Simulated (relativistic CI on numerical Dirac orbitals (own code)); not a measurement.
# Co: the cost of one run

Program: relativistic CI on numerical Dirac orbitals (own code) version 3. Level of theory: charge-transfer multiplet model of a cubic metal-ligand cluster with up to 2 ligand holes, Slater and spin-orbit integrals from Dirac-Coulomb-Breit ions, Slater integrals scaled by 0.9. These are calculated values, not measurements, unless marked.

## Step 1: The atom as given

```
ion                  : Co⁺ (Co II)
nuclear charge       : 27
electrons            : 26
d electrons          : 8
ligand holes at most : 2
parameters           : in eV; Veg, Vt2g hoppings, tenDq and tenDqL metal and ligand splittings (negative tenDq: tetrahedral), red the scaling of hopping with a core hole
temperature          : 20 K
widths               : Lorentz 0.6 eV, Gauss 0.8 eV
```

## Step 2: Veg = 2.3 eV

Settings of the run:

```ini
cluster ion=Co1+ d8 ligand_holes=2 slater_scale=0.9
Delta=8.1 Udd=7.7 Upd=9.7 tenDq=0.5 tenDqL=0.5 Veg=2.3 Vt2g=-1.17 red=0.8
spectrum xps 2p T=20 lorentz=0.6 gauss=0.8
```

The run is started by

```console
> python run_levels.py task.json out
```

One command runs all members of the session, one after another, from task.json.

**Question.** How long does this run take on 1 thread of Intel Xeon Platinum 8259CL at 2.50GHz, shared host, and how much memory does it need?

About 1.9 s, with a peak of 0.2 GiB.
